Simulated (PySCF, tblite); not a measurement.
# BrH3O3Ti, a small molecule taken as a stand-in for a surface group (titanium hydroxide): NMR shifts, core binding energies and electronic excitations

What NMR shifts, core binding energies and electronic excitations should one expect for `[OH][Ti]([OH])([OH])[Br]`?

Programs: tblite 0.8.0 and PySCF 2.14.0. All values are calculated, for the isolated system unless a continuum is named. Atoms count from 0, parts from 1.

## (1) Starting point

8 atoms, charge 0, multiplicity 1; geometry: distance geometry start.

## (2) Geometry optimisation with GFN2-xTB

Job settings and geometry (Å):

```
{"job": {"kind": "relax", "xc": "GFN2-xTB", "basis": "xTB"}, "charge": 0, "multiplicity": 1}
O      0.488570    -1.969872     0.783580
Ti     0.349519    -0.079876     0.448359
O      1.910362     0.476714    -0.597745
O     -1.255264     0.290909    -0.574031
Br     0.286129     1.123361     2.499089
H     -0.054039    -2.473535     1.451816
H      2.138799     1.393858    -0.785299
H     -1.626307    -0.269833    -1.277445
```

Level: GFN2-xTB geometry optimisation, gas phase.

On the command line:

```sh
$ OMP_NUM_THREADS=1 python cluster_run.py task.json out
```

This one command runs all jobs of the session in turn.

What it wrote:

```text
step      E/eV     max force
  0    -532.57428    2.345
  1    -532.84319    1.864
  2    -533.51292    1.547
  3    -533.60492    1.263
  4    -533.67534    0.787
  5    -533.70818    0.517
  6    -533.71594    0.301
  7    -533.71878    0.216
  8    -533.72221    0.298
  9    -533.73463    0.524
 10    -533.74244    0.555
 11    -533.75344    0.312
 12    -533.75910    0.175
 13    -533.76299    0.235
 14    -533.76963    0.269
 15    -533.77673    0.428
 16    -533.78604    0.477
 17    -533.79198    0.339
 18    -533.79750    0.188
 19    -533.79948    0.208
 20    -533.80456    0.330
 21    -533.81947    0.660
 22    -533.83006    0.579
 23    -533.83964    0.372
 24    -533.84750    0.329
 25    -533.85583    0.344
 26    -533.86292    0.284
 27    -533.84407    1.144
 28    -533.86727    0.159
 29    -533.86886    0.083
 30    -533.87023    0.210
 31    -533.87080    0.049
 32    -533.87105    0.043
 33    -533.87146    0.031
 34    -533.87156    0.036
 35    -533.87177    0.062
 36    -533.87209    0.079
 37    -533.87248    0.072
 38    -533.87274    0.038
 39    -533.87285    0.021
 40    -533.87288    0.015
 41    -533.87291    0.021
 42    -533.87298    0.029
 43    -533.87311    0.038
 44    -533.87329    0.044
 45    -533.87344    0.033
 46    -533.87350    0.014
 47    -533.87351    0.012
 48    -533.87352    0.013
 49    -533.87354    0.016
 50    -533.87357    0.013
 51    -533.87358    0.005
```

It took 0.49 s on 1 thread of Arm Neoverse V1, shared host.

Step by step:

```tsv
step	energy from step 0 (eV)	largest force (eV/Å)
0	0.0000	2.3450
2	-0.9386	1.5478
4	-1.1011	0.7872
6	-1.1417	0.3008
8	-1.1479	0.2982
10	-1.1682	0.5548
12	-1.1848	0.1757
14	-1.1953	0.2694
16	-1.2118	0.4772
18	-1.2232	0.1883
20	-1.2303	0.3297
22	-1.2558	0.5795
24	-1.2732	0.3288
26	-1.2886	0.2840
28	-1.2930	0.1594
30	-1.2959	0.2096
32	-1.2968	0.0423
34	-1.2973	0.0356
36	-1.2978	0.0787
38	-1.2985	0.0382
40	-1.2986	0.0156
42	-1.2987	0.0293
44	-1.2990	0.0447
46	-1.2992	0.0140
48	-1.2992	0.0127
50	-1.2993	0.0122
51	-1.2993	0.0052
```

Distances of close pairs at the start and the end, largest changes first:

```tsv
bond	before (Å)	after (Å)	change (Å)
Ti1–O2	1.960	1.699	-0.261
Ti1–O3	1.939	1.699	-0.239
O0–Ti1	1.925	1.699	-0.226
O0–H5	0.997	0.958	-0.040
Ti1–Br4	2.379	2.344	-0.035
O3–H7	0.973	0.958	-0.015
O2–H6	0.964	0.958	-0.006
```

## (3) Relaxing the molecule at PBE0-D3(BJ)/def2-SVP

Job settings and geometry (Å):

```
{"job": {"xc": "PBE0", "basis": "def2-SVP", "d3": "d3bj", "grid": 2, "kind": "geom", "shake": 0.01}, "charge": 0, "multiplicity": 1}
O      0.180406    -1.486781     0.766165
Ti    -0.036659     0.121284     0.184569
O      1.344368     0.763715    -0.549022
O     -1.411858     0.359061    -0.730201
Br    -0.347754     1.415466     2.103268
H      0.289052    -2.404379     0.789842
H      2.098651     0.901402    -1.151230
H     -2.070130     0.301680    -1.441292
```

What it wrote:

```text
step   0  E = -3649.98501042  max force = 0.059798
step   1  E = -3649.99320725  max force = 0.029235
step   2  E = -3649.99752671  max force = 0.007187
step   3  E = -3649.99766475  max force = 0.000919
step   4  E = -3649.99768145  max force = 0.000723
step   5  E = -3649.99770742  max force = 0.001076
step   6  E = -3649.99777155  max force = 0.002277
step   7  E = -3649.99787882  max force = 0.003977
step   8  E = -3649.99797918  max force = 0.003670
step   9  E = -3649.99825667  max force = 0.002159
step  10  E = -3649.99839712  max force = 0.002277
step  11  E = -3649.99864872  max force = 0.003050
step  12  E = -3649.99366928  max force = 0.044574
step  13  E = -3649.99969205  max force = 0.025642
step  14  E = -3649.99974639  max force = 0.016587
step  15  E = -3650.00019400  max force = 0.009141
step  16  E = -3650.00082487  max force = 0.013222
step  17  E = -3650.00130248  max force = 0.015797
step  18  E = -3650.00195848  max force = 0.011870
step  19  E = -3650.00245604  max force = 0.001744
step  20  E = -3650.00255689  max force = 0.002717
step  21  E = -3650.00262590  max force = 0.004563
step  22  E = -3650.00273182  max force = 0.004504
step  23  E = -3650.00281090  max force = 0.001429
step  24  E = -3650.00282959  max force = 0.000478
step  25  E = -3650.00284355  max force = 0.001227
step  26  E = -3650.00285956  max force = 0.001669
step  27  E = -3650.00287608  max force = 0.001447
step  28  E = -3650.00288945  max force = 0.000627
step  29  E = -3650.00289737  max force = 0.000277
optimisation converged
```

Wall time 4.4 min (1 thread of Arm Neoverse V1, shared host); peak memory 0.6 GiB.

Step by step: (the energy doesn't fall at every step)

```tsv
step	energy from step 0 (eV)	largest force component (eV/Å)
0	0.0000	3.0749
1	-0.2230	1.5033
2	-0.3406	0.3696
3	-0.3443	0.0473
4	-0.3448	0.0372
5	-0.3455	0.0553
6	-0.3472	0.1171
7	-0.3502	0.2045
8	-0.3529	0.1887
9	-0.3604	0.1110
10	-0.3643	0.1171
11	-0.3711	0.1568
12	-0.2356	2.2921
13	-0.3995	1.3186
14	-0.4010	0.8529
15	-0.4132	0.4700
16	-0.4303	0.6799
17	-0.4433	0.8123
18	-0.4612	0.6104
19	-0.4747	0.0897
20	-0.4775	0.1397
21	-0.4793	0.2346
22	-0.4822	0.2316
23	-0.4844	0.0735
24	-0.4849	0.0246
25	-0.4853	0.0631
26	-0.4857	0.0858
27	-0.4861	0.0744
28	-0.4865	0.0322
29	-0.4867	0.0142
```

Close pairs (by a distance rule), those that changed most:

```tsv
bond	before (Å)	after (Å)	change (Å)
Ti1–O3	1.669	1.763	+0.094
Ti1–O2	1.691	1.764	+0.073
Ti1–Br4	2.335	2.386	+0.050
O0–Ti1	1.724	1.764	+0.041
O0–H5	0.924	0.962	+0.038
O2–H6	0.975	0.962	-0.013
O3–H7	0.971	0.962	-0.008
```

The end geometry stands in the next job.

```tsv
at the end point	value
point group (found at 0.08 Å tolerance)	C3
rotational constants (GHz, main isotopes)	3.383, 1.253, 1.252
dipole moment (D)	3.91
```

## (4) Nuclear shieldings: PBE0/pcSseg-2

Job settings and geometry (Å):

```
{"job": {"kind": "nmr", "xc": "PBE0", "basis": "pcSseg-2"}, "charge": 0, "multiplicity": 1}
O      0.424152    -1.532793     0.601099
Ti    -0.049499     0.127084     0.235874
O      1.266219     0.949565    -0.602641
O     -1.487807     0.124394    -0.783444
Br    -0.524738     1.286237     2.265968
H     -0.030861    -2.375851     0.509498
H      2.202376     0.750279    -0.703387
H     -1.753007     0.644076    -1.548719
```

With the program's defaults for keys left out, this is: GIAO PBE0/pcSseg-2 NMR shielding, non-relativistic, gas phase.

What it wrote:

```text
coarse grid: 37744 points
cycle   1  E = -3650.3217310311  dE = -8.250e-01  |g| = 1.808e+00  |ddm| = 2.505e+00
cycle   2  E = -3640.7614519386  dE =  9.560e+00  |g| = 8.597e+00  |ddm| = 2.559e+00
cycle   3  E = -3650.5799775050  dE = -9.819e+00  |g| = 1.075e+00  |ddm| = 2.166e+00
cycle   4  E = -3650.6976069683  dE = -1.176e-01  |g| = 5.635e-01  |ddm| = 7.558e-01
cycle   5  E = -3650.7621000372  dE = -6.449e-02  |g| = 9.634e-02  |ddm| = 3.760e-01
cycle   6  E = -3650.7645930227  dE = -2.493e-03  |g| = 3.502e-02  |ddm| = 1.062e-01
cycle   7  E = -3650.7646857177  dE = -9.269e-05  |g| = 9.756e-03  |ddm| = 1.153e-02
cycle   8  E = -3650.7647084108  dE = -2.269e-05  |g| = 6.758e-04  |ddm| = 7.054e-03
cycle   9  E = -3650.7647085256  dE = -1.148e-07  |g| = 4.946e-04  |ddm| = 7.611e-04
final grid: 76072 points
cycle  10  E = -3650.7647526077  dE = -6.133e-08  |g| = 1.187e-03  |ddm| = 2.038e-03
cycle  11  E = -3650.7647510496  dE =  1.558e-06  |g| = 3.134e-03  |ddm| = 1.737e-03
cycle  12  E = -3650.7647528492  dE = -1.800e-06  |g| = 3.587e-04  |ddm| = 1.287e-03
cycle  13  E = -3650.7647528718  dE = -2.260e-08  |g| = 4.018e-05  |ddm| = 1.464e-04
cycle  14  E = -3650.7647528721  dE = -2.547e-10  |g| = 9.661e-06  |ddm| = 2.099e-05
converged SCF energy = -3650.7647528721

GIAO shielding tensors (ppm)
atom      isotropic    diamagn.    paramagn.     s11        s22        s33       span
  0 O      -27.385     393.445    -420.829   -392.141     -2.751    312.738    704.879
  1 Ti    -301.600    1606.077   -1907.677   -408.960   -403.775    -92.065    316.895
  2 O      -27.290     393.460    -420.750   -392.712     -1.390    312.233    704.945
  3 O      -26.792     393.549    -420.342   -389.791     -3.931    313.345    703.137
  4 Br    1826.088    3125.227   -1299.139   1307.945   1308.863   2861.456   1553.512
  5 H       23.546      30.612      -7.066     16.151     24.272     30.214     14.064
  6 H       23.550      30.610      -7.061     16.128     24.282     30.239     14.111
  7 H       23.586      30.620      -7.034     16.166     24.270     30.321     14.154
```

Wall time 54 s (1 thread of Arm Neoverse V1, shared host); peak memory 1.2 GiB.

The references, computed at this level on geometries of the same kind, shield at (ppm): ¹H TMS 31.25, ¹⁷O H2O 328.2, ⁷⁹Br HBr 2592. Their shielding less the atom's gives the shift. The references are single molecules in the gas phase, so shifts against H2O, NH3, PH3, H3PO4 or CFCl3 are not on the usual liquid scales and can be off by tens of ppm. Atoms listed in one row are averaged.

```tsv
atoms	environment	σ (ppm)	δ (ppm)
H5, H6, H7	hydrogen on an oxygen bonded to Ti	23.56	7.68
O0, O2, O3	oxygen bonded to Ti, H	-27.2	355.3
Ti1	Ti bonded to Br, 3 O	-302	–
Br4	bromine bonded to Ti	1826	766
```

The run also stored atomic charges by several schemes (e):

```tsv
atoms	Mulliken	IAO	Hirshfeld	ESP fit
O0, O2, O3	-0.60	-0.72	-0.33	-0.70
Ti1	1.50	1.44	0.64	1.01
Br4	-0.43	-0.44	-0.20	-0.29
```

Mayer bond orders: O0–Ti1 0.99, Ti1–O2 0.99, Ti1–O3 1.00, Ti1–Br4 0.95.

## (5) Core-electron binding energies: SCAN, X2C

The job, as its differences from that of step 4:

```diff
@@ -1,2 +1,2 @@
-{"job": {"kind": "nmr", "xc": "PBE0", "basis": "pcSseg-2"}, "charge": 0, "multiplicity": 1}
+{"job": {"kind": "xps", "holes": 5}, "charge": 0, "multiplicity": 1}
 O      0.424152    -1.532793     0.601099
```

Method: delta-SCF UKS SCAN, pcX-2 on the ionised atom, pcseg-1 elsewhere, spin-free X2C.

What it wrote:

```text
ground state, core basis on atom 0 (O), 146 functions
  cycle   1  E = -3679.26384033  |g| = 1.48e+00
  cycle   2  E = -3665.28129005  |g| = 7.73e+00
  cycle   3  E = -3679.46731831  |g| = 1.01e+00
  cycle   4  E = -3679.46160949  |g| = 9.51e-01
  cycle   5  E = -3679.67251385  |g| = 2.30e-01
  cycle   6  E = -3679.68274440  |g| = 1.16e-01
  cycle   7  E = -3679.68525059  |g| = 6.42e-02
  cycle   8  E = -3679.68620015  |g| = 1.00e-02
  cycle   9  E = -3679.68622611  |g| = 1.44e-03
  cycle  10  E = -3679.68622191  |g| = 7.44e-04
  cycle  11  E = -3679.68622324  |g| = 3.86e-04
  E(ground) = -3679.74779462 Eh
hole in O 1s of atom 0
  cycle   1  E = -3659.06366026  |g| = 2.23e+00
  cycle   2  E = -3655.02262636  |g| = 3.20e+00
  cycle   3  E = -3658.99557265  |g| = 1.16e+00
  cycle   4  E = -3655.60112887  |g| = 3.61e+00
  cycle   5  E = -3657.61975050  |g| = 2.41e+00
  cycle   6  E = -3659.11462675  |g| = 1.46e+00
  cycle   7  E = -3658.71964093  |g| = 1.68e+00
  cycle   8  E = -3659.64630929  |g| = 7.47e-01
  cycle   9  E = -3659.83425217  |g| = 4.07e-01
  cycle  10  E = -3659.90205709  |g| = 7.90e-02
  cycle  11  E = -3659.90498177  |g| = 2.69e-02
  cycle  12  E = -3659.90533393  |g| = 2.46e-03
  cycle  13  E = -3659.90533566  |g| = 1.14e-03
  cycle  14  E = -3659.90533545  |g| = 3.89e-04
  E(ion) = -3659.96805993 Eh   <S^2> = 0.7623   hole on atom = 1.000   binding energy = 538.234 eV
```

Wall time 6.8 s (1 thread of Arm Neoverse V1, shared host); peak memory 0.38 GiB.

Binding energies by hole, beside the orbital energy of the ground state; the difference holds orbital relaxation and, for a density functional, its self-interaction error:

```tsv
hole	stands for	environment	ΔSCF (eV)	−ε (eV)	⟨S²⟩
O1s on O0	O0, O2, O3	oxygen bonded to Ti, H	538.23	517.1	0.762
```

Each hole run stands for the others of its class of like atoms.

## (6) Excited states and response: CAM-B3LYP/def2-SVPD

The job, as its differences from that of step 5:

```diff
@@ -1,2 +1,2 @@
-{"job": {"kind": "xps", "holes": 5}, "charge": 0, "multiplicity": 1}
+{"job": {"kind": "uv", "xc": "CAM-B3LYP", "basis": "def2-SVPD", "nstates": 6, "ntriplets": 2, "ip": true}, "charge": 0, "multiplicity": 1}
 O      0.424152    -1.532793     0.601099
```

Method: TDDFT CAM-B3LYP/def2-SVPD, vertical, gas phase, core orbitals frozen in the response.

What it wrote:

```text
coarse grid: 37744 points
cycle   1  E = -3650.4223280658  dE = -7.345e-01  |g| = 1.433e+00  |ddm| = 3.621e+00
cycle   2  E = -3645.0592768667  dE =  5.363e+00  |g| = 6.131e+00  |ddm| = 4.098e+00
cycle   3  E = -3650.7681129756  dE = -5.709e+00  |g| = 6.988e-01  |ddm| = 2.801e+00
cycle   4  E = -3650.8388220203  dE = -7.071e-02  |g| = 2.653e-01  |ddm| = 6.498e-01
cycle   5  E = -3650.8560071713  dE = -1.719e-02  |g| = 4.522e-02  |ddm| = 2.733e-01
cycle   6  E = -3650.8564004694  dE = -3.933e-04  |g| = 1.490e-02  |ddm| = 5.775e-02
cycle   7  E = -3650.8564406632  dE = -4.019e-05  |g| = 2.537e-03  |ddm| = 1.496e-02
cycle   8  E = -3650.8564434954  dE = -2.832e-06  |g| = 5.446e-04  |ddm| = 4.847e-03
final grid: 76072 points
cycle   9  E = -3650.8565076576  dE = -1.816e-07  |g| = 7.089e-04  |ddm| = 1.994e-03
cycle  10  E = -3650.8565074610  dE =  1.966e-07  |g| = 1.271e-03  |ddm| = 1.509e-03
cycle  11  E = -3650.8565077855  dE = -3.245e-07  |g| = 1.388e-04  |ddm| = 9.616e-04
cycle  12  E = -3650.8565077901  dE = -4.652e-09  |g| = 7.392e-05  |ddm| = 1.525e-04
cycle  13  E = -3650.8565077929  dE = -2.735e-09  |g| = 1.927e-05  |ddm| = 1.468e-04
cycle  14  E = -3650.8565077930  dE = -1.583e-10  |g| = 7.626e-06  |ddm| = 3.303e-05
converged SCF energy = -3650.8565077930

Static polarisability (au): isotropic 71.432, principal 65.373 65.428 83.497

Singlet excitations
state   eV       nm        f      main configurations
  1   4.7840    259.2   0.00005   H-1->L 0.56, H->L+1 0.37
  2   4.8509    255.6   0.00222   H->L 0.41, H-1->L+1 0.34, H->L+1 0.13
  3   4.8519    255.5   0.00222   H->L+1 0.46, H-1->L 0.29, H-1->L+1 0.12
  4   5.1121    242.5   0.04866   H-1->L+1 0.47, H->L 0.39
  5   5.3055    233.7   0.00063   H->L+2 0.96
  6   5.3099    233.5   0.00062   H-1->L+2 0.96

Triplet excitations (Tamm-Dancoff, eV): 4.6096 4.6852
Vertical ionisation energy (delta-SCF) = 10.3646 eV
Vertical electron affinity (delta-SCF) = 0.5128 eV
```

Wall time 87 s (1 thread of Arm Neoverse V1, shared host); peak memory 0.86 GiB.

Frontier orbitals and where they lie:

```tsv
orbital	eV	atoms
HOMO−3	-11.45	O2 31 %, O0 30 %, O3 30 %
HOMO−2	-10.64	Br4 77 %, Ti1 17 %
HOMO−1	-9.33	Br4 88 %, O0 4 %
HOMO	-9.32	Br4 88 %, O2 5 %
LUMO	-0.91	Ti1 76 %, O2 7 %, Br4 5 %
LUMO+1	-0.89	Ti1 76 %, O0 6 %, O3 6 %
LUMO+2	-0.41	Ti1 67 %, Br4 14 %, O3 5 %
```

With each of the 6 states as a Gaussian band of 0.4 eV half-width at 1/e, the curve within the window shown has maxima at 243 nm (ε 2,100) L/(mol cm). Beyond the last state computed it falls off for lack of states. The curve at chosen wavelengths:

```tsv
nm	ε (L/mol/cm)
221	452
224	691
227	979
230	1292
233	1596
236	1855
239	2037
242	2124
245	2110
248	2006
251	1830
254	1608
257	1366
260	1124
263	899
266	701
269	533
272	397
275	290
278	208
281	147
284	102
287	70
290	48
293	32
296	21
```

Further results of this job:

```tsv
property	computed
dipole moment (D)	3.74
polarisability (Å³)	10.59
HOMO–LUMO gap (eV)	8.42
−ε(HOMO) (eV)	9.32
```

## (7) Outcome

| quantity | value |
| --- | --- |
| point group | C3 |
| rotational constants (main isotopes) | 3.38, 1.25, 1.25 GHz |
| ¹H shifts against TMS (PBE0/pcSseg-2, means over atoms taken as alike) | 7.68 ppm |
| ¹⁷O shifts against H2O (PBE0/pcSseg-2, means over atoms taken as alike) | 355.3 ppm |
| ⁷⁹Br shifts against HBr (PBE0/pcSseg-2) | 766 ppm |
| shieldings of Ti (PBE0/pcSseg-2) | Ti1 -301.6 ppm |
| O1s binding energies, SCAN/pcX-2 | O0 538.23 eV |
| lowest singlet (CAM-B3LYP/def2-SVPD) | 4.78 eV (259 nm), f = 0.000 |
| brightest single state of those computed | state 4, 5.11 eV, f = 0.049 |
| lowest triplet | 4.61 eV |
| vertical ionisation energy (ΔSCF) | 10.36 eV |
| vertical electron affinity (ΔSCF) | 0.51 eV |

The optimisation took 29 steps and gained 0.487 eV; among the close pairs (by a distance rule), Ti1–O3 changed most, from 1.669 to 1.763 Å (PBE0/def2-SVP). At PBE0/pcSseg-2: The widest tensor belongs to Br4: span 1554 ppm, with a paramagnetic part of -1299 ppm. The lowest singlet, at 4.78 eV, is HOMO−1→LUMO 0.56, HOMO→LUMO+1 0.37 and is dark; of the 6 states computed, the strongest absorption comes from state 4 at 5.11 eV. The lowest triplet lies 0.17 eV below the lowest singlet (triplets in Tamm-Dancoff, singlets in full TDDFT). The orbital energy would give 9.32 eV for ionisation, ΔSCF gives 10.36 eV. Spin-orbit coupling is left out, which matters for shieldings and couplings at and beside the heavy atoms.
